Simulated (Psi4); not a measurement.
# GeH4S (Ge(SH)H3): BLYP/STO-3G (density fitting)

We compute molecular dynamics of GeH4S (Ge(SH)H3). 

The results are computed with Psi4 1.11.

## 1. The structure to begin with

GeH4S has 6 atoms, charge 0, and is taken as a singlet. As SMILES, `[H][Ge]([H])([H])[SH]`. The shape comes from GFN2-xTB, which is rough for such elements, and wasn't checked as a minimum. The run starts from this shape.

Bond lengths: Ge1–S2 2.194 Å, S2–H3 1.327 Å, Ge1–H4 1.492 Å, Ge1–H5 1.501 Å, Ge1–H6 1.501 Å. Angles: Ge1–S2–H3 94.3°, S2–Ge1–H4 107.2°, S2–Ge1–H5 110.9°, S2–Ge1–H6 110.5°, H4–Ge1–H5 109.9°, H4–Ge1–H6 109.6°, H5–Ge1–H6 108.7°.

## 2. A short trajectory at BLYP/STO-3G (density fitting)

run.py reads:

```python
import numpy as np
from ase.calculators.psi4 import Psi4
from ase import Atoms
from ase import units
from ase.md.velocitydistribution import MaxwellBoltzmannDistribution, Stationary
from ase.md.verlet import VelocityVerlet

atoms = Atoms(['Ge', 'S', 'H', 'H', 'H', 'H'], positions=[
    [0.201110, -0.010780, -0.503070],
    [0.260440, 0.021500, 1.690160],
    [-1.059390, 0.053950, 1.826060],
    [1.614000, -0.023310, -0.982370],
    [-0.508420, 1.199120, -1.038330],
    [-0.507750, -1.240490, -0.992450],
])
calc = Psi4(atoms=atoms, method='blyp', basis='STO-3G', memory='1600MB', num_threads=1, charge=0, multiplicity=1, label='psi4-calc')
atoms.calc = calc

MaxwellBoltzmannDistribution(atoms, temperature_K=300.0, rng=np.random.default_rng(771))
Stationary(atoms)
dyn = VelocityVerlet(atoms, 1.0 * units.fs)
def show():
    ep, ek = atoms.get_potential_energy(), atoms.get_kinetic_energy()
    print(f'step {dyn.nsteps:3d}  Epot {ep:14.6f}  Ekin {ek:9.6f}  Etot {ep + ek:14.6f} eV  T {atoms.get_temperature():7.1f} K')
dyn.attach(show)
dyn.run(40)
```

Started as:

```console
$ python run.py
```

psi4-calc.dat:

```text
[...]
  Running in c1 symmetry.
[...]
  Nuclear repulsion =  179.187321342738073
[...]
  Multiplicity = 1
[...]
  Nalpha       = 26
  Nbeta        = 26
[...]
    Number of basis functions: 31
[...]
   @DF-RKS iter   1: -2448.67797091579450   -1.61806e+00   2.17165e-02 ADIIS/DIIS
[...]
   @DF-RKS iter  11: -2449.10817063420063   -3.18323e-12   9.86473e-09 DIIS
[...]
    Orbital Energies [Eh]
    ---------------------
    Doubly Occupied:
       1A   -392.705483     2A    -86.942842     3A    -47.482543
       4A    -43.270783     5A    -43.270295     6A    -43.269192
       7A     -7.305717     8A     -5.347106     9A     -5.333154
      10A     -5.327493    11A     -5.307901    12A     -3.618191
      13A     -3.616336    14A     -3.615627    15A     -0.570020
      16A     -0.451983    17A     -0.319250    18A     -0.308395
      19A     -0.272451    20A     -0.190024    21A     -0.153174
      22A     -0.144989    23A     -0.144517    24A     -0.143281
      25A     -0.136564    26A     -0.065664
[...]
  @DF-RKS Final Energy: -2449.10817063420063
   => Energetics <=
    Nuclear Repulsion Energy =            179.1873213427380733
    One-Electron Energy =               -3782.6451454187367744
    Two-Electron Energy =                1261.1582280980478572
    DFT Exchange-Correlation Energy =    -106.8085746562494620
    Empirical Dispersion Energy =           0.0000000000000000
    VV10 Nonlocal Energy =                  0.0000000000000000
    Total Energy =                      -2449.1081706342006328
[...]
 Multipole Moments:
 ------------------------------------------------------------------------------------
     Multipole            Electronic (a.u.)      Nuclear  (a.u.)        Total (a.u.)
 ------------------------------------------------------------------------------------
 L = 1.  Multiply by 2.5417464519 to convert [e a0] to [Debye]
 Dipole X            :          1.1079385           -1.2532282           -0.1452897
 Dipole Y            :         -0.4905667            0.6503048            0.1597381
 Dipole Z            :         -4.9446223            4.7502377           -0.1943846
 Magnitude           :                                                    0.2905352
[...]
  -Total Gradient:
     Atom            X                  Y                   Z
    ------   -----------------  -----------------  -----------------
       1        0.021200068227    -0.009508507084    -0.003469647392
       2        0.021236504613    -0.019519569317     0.000402260400
       3       -0.025782508659     0.017184163205     0.004230825861
       4       -0.005800334594    -0.001395686509    -0.002633087656
       5       -0.011179198276     0.007523473164    -0.002989684012
       6        0.000259834393     0.005754329798     0.004469124432
[...]
```

Wall time 80 s (1 thread of Intel Xeon 6975P-C (Granite Rapids), shared host); peak memory 0.96 GiB.

Steps, from the record of the run:

```csv
step,potential energy change (eV),largest force (eV/Å)
0,0.0000,1.8011
2,0.0479,2.1787
4,-0.1104,1.6809
6,-0.1537,2.0546
8,0.0348,2.5918
10,-0.0231,2.5065
12,-0.1495,1.9454
14,0.0294,2.2368
16,0.1528,2.0359
18,-0.0844,1.6196
20,-0.1847,1.9690
22,0.1131,3.5020
24,-0.0544,2.0341
26,-0.2032,1.2673
28,0.0659,2.4414
30,0.1422,2.4790
32,-0.1331,1.4600
34,-0.2128,1.9826
36,0.0788,4.0641
38,-0.0497,2.5042
40,-0.1873,1.6081
```

## 3. Outcome

Level: BLYP/STO-3G (density fitting).

| quantity | value |
| --- | --- |
| potential energy of the last frame | -2449.10817 Eh |
